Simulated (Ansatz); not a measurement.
**FGeH₃O₃: basis-set convergence**

The task here is to estimate one member of a computed series from the others.

Method: one geometry, several basis sets; program: Ansatz 0.2.0, Gaussian basis.

The runs, in order: PBE0-D4/def2-SVP; ωB97M-V/def2-SVP; PBE0-D4/def2-QZVPP; ωB97M-V/def2-QZVPP; the functionals' def2-TZVPP values are taken from earlier runs.

## The relaxed structure

All runs share one geometry, relaxed beforehand with PBE0-D4 in a triple-zeta def2 set.

SMILES `[OH][Ge]([OH])([OH])[F]`, 8 atoms, charge 0, spin multiplicity 1.

Atoms are counted from 1 here; the program's logs count them from 0.

Bond lengths: O1–Ge2 1.743 Å, O1–H6 0.961 Å, Ge2–O3 1.743 Å, Ge2–O4 1.753 Å, Ge2–F5 1.719 Å, O3–H7 0.961 Å, O4–H8 0.961 Å. Angles: Ge2–O1–H6 112.7°, O1–Ge2–O3 104.6°, O1–Ge2–O4 114.3°, O1–Ge2–F5 110.7°, O3–Ge2–O4 114.2°, O3–Ge2–F5 110.8°, O4–Ge2–F5 102.4°, Ge2–O3–H7 112.7°, Ge2–O4–H8 112.5°.

The first run:

in.yaml

```yaml
crystal:
  periodic: [false, false, false]
  atoms:
    - {symbol: O, position_ang: [-0.947433, 1.202146, 0.774527]}
    - {symbol: Ge, position_ang: [0.092398, 0.161792, -0.161173]}
    - {symbol: O, position_ang: [1.552495, 0.036674, 0.782915]}
    - {symbol: O, position_ang: [-0.622628, -1.381224, -0.586520]}
    - {symbol: F, position_ang: [0.417410, 0.853523, -1.700843]}
    - {symbol: H, position_ang: [-1.753280, 1.437762, 0.307566]}
    - {symbol: H, position_ang: [2.235385, -0.476078, 0.342789]}
    - {symbol: H, position_ang: [-0.882245, -1.891796, 0.185038]}
basis:
  gaussian: {orbitals: def2-SVP}
hamiltonian: {xc: pbe0, dispersion: d4}
output: {orbitals: {seedname: orbitals}}
```

Run with:

```console
ansatz run in.yaml --threads 4 --pin off --events-out ev --progress --plain --max-ram 10444MiB
```

Steps of the session up to this table: PBE0-D4 in def2-SVP; ωB97M-V in def2-SVP; PBE0-D4 in def2-QZVPP; ωB97M-V in def2-QZVPP.

One of the session's tables, all rows but one given; the rest of the session is left out.

It belongs to the step «Density functionals: the series». 

| functional | basis | HOMO (eV) |
| --- | --- | --- |
| PBE0-D4 | def2-SVP | -9.21 |
| PBE0-D4 | def2-TZVPP | -9.47 |
| PBE0-D4 | def2-QZVPP | ? |
| ωB97M-V | def2-SVP | -11.66 |
| ωB97M-V | def2-TZVPP | -11.95 |
| ωB97M-V | def2-QZVPP | -12.04 |

**Question.** Estimate the row for PBE0-D4, def2-QZVPP.

The run gave: HOMO (eV): -9.55. In the column «HOMO (eV)» it lies between ωB97M-V, def2-SVP (-11.66) and PBE0-D4, def2-TZVPP (-9.47).
